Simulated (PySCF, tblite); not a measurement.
**C₈H₁₁OP: geometry, infrared bands and NMR shifts**

What infrared bands and NMR shifts should C₈H₁₁OP (`OCPCc1ccccc1`) show?

Computed with tblite 0.8.0 and PySCF 2.14.0, with density-fitted response routines of our own, on a single molecule in the gas phase. Atoms count from 0, in the outputs and in this text.

## (1) The molecule as given

21 atoms, charge 0, multiplicity 1; geometry from: force field or distance geometry start.

Bonds of the start (Å): O0–C1 1.42, C1–P2 1.82, P2–C3 1.84, C3–C4 1.51, C4–C5 1.41, C5–C6 1.39, C6–C7 1.39, C7–C8 1.40, C8–C9 1.39, C9–C4 1.41, O0–H10 0.98, C1–H11 1.10, C1–H12 1.09, P2–H13 1.41, C3–H14 1.09, C3–H15 1.09, C5–H16 1.09, C6–H17 1.08, C7–H18 1.09, C8–H19 1.08, C9–H20 1.08.

## (2) Relaxing the molecule with GFN2-xTB

What the job is given:

```
{"job": {"kind": "relax", "xc": "GFN2-xTB", "basis": "xTB"}, "charge": 0, "multiplicity": 1}
O      4.018200     0.792800    -0.154000
C      3.340200    -0.051000     0.758300
P      1.596600     0.369700     1.082200
C      0.885300    -0.121300    -0.546800
C     -0.603100    -0.075400    -0.307300
C     -1.323800     1.113700    -0.539200
C     -2.700200     1.161900    -0.348800
C     -3.379800     0.022000     0.070100
C     -2.685900    -1.173400     0.286000
C     -1.312800    -1.218500     0.098700
H      3.741500     1.695600     0.096600
H      3.891000    -0.014500     1.715200
H      3.423800    -1.079500     0.405300
H      1.236300    -0.780900     1.813400
H      1.180600     0.563800    -1.337800
H      1.193500    -1.136400    -0.817900
H     -0.798000     2.018400    -0.853000
H     -3.243500     2.080100    -0.515600
H     -4.462200     0.056600     0.221500
H     -3.220300    -2.059200     0.610700
H     -0.786500    -2.147300     0.272500
```

The run is started by

```sh
OMP_NUM_THREADS=1 python probes_run.py task.json out
```

This one command runs all jobs of the session in turn.

**Question.** This job is followed by: GFN2-xTB harmonic vibrations, gas phase; GIAO PBE0/pcSseg-1 NMR shielding, non-relativistic, gas phase. Predict these results of the whole session: strongest single infrared mode (GFN2-xTB); zero-point energy (GFN2-xTB); ¹³C shifts against TMS (PBE0/pcSseg-1, means over atoms taken as alike); ¹H shifts against TMS (PBE0/pcSseg-1, means over atoms taken as alike); ¹⁷O shifts against H2O (PBE0/pcSseg-1); ³¹P shifts against H3PO4 (PBE0/pcSseg-1).

**Answer**, as computed:

| quantity | value |
| --- | --- |
| strongest single infrared mode (GFN2-xTB) | 362 cm⁻¹, 178 km/mol |
| zero-point energy (GFN2-xTB) | 103.7 kcal/mol |
| ¹³C shifts against TMS (PBE0/pcSseg-1, means over atoms taken as alike) | 144.7, 134.3, 134.1, 131.1, 68.5, 36.2 ppm |
| ¹H shifts against TMS (PBE0/pcSseg-1, means over atoms taken as alike) | 7.60, 7.55, 7.45, 4.58, 3.33, 3.22, -0.11 ppm |
| ¹⁷O shifts against H2O (PBE0/pcSseg-1) | 29.4 ppm |
| ³¹P shifts against H3PO4 (PBE0/pcSseg-1) | -79.6 ppm |

The optimisation took 52 steps and gained 0.195 eV; among the close pairs (by a distance rule), C1–P2 changed most, from 1.823 to 1.877 Å. All 57 modes are real, so the xTB geometry is a minimum. The strongest single mode, at 362 cm⁻¹, moves mainly H10. Unscaled tight-binding wavenumbers are off by several per cent, some by more. Its intensities can rank the bands wrongly. NICS(1)zz of -28 ppm above the planar ring from C4 marks a diatropic (aromatic) ring current.
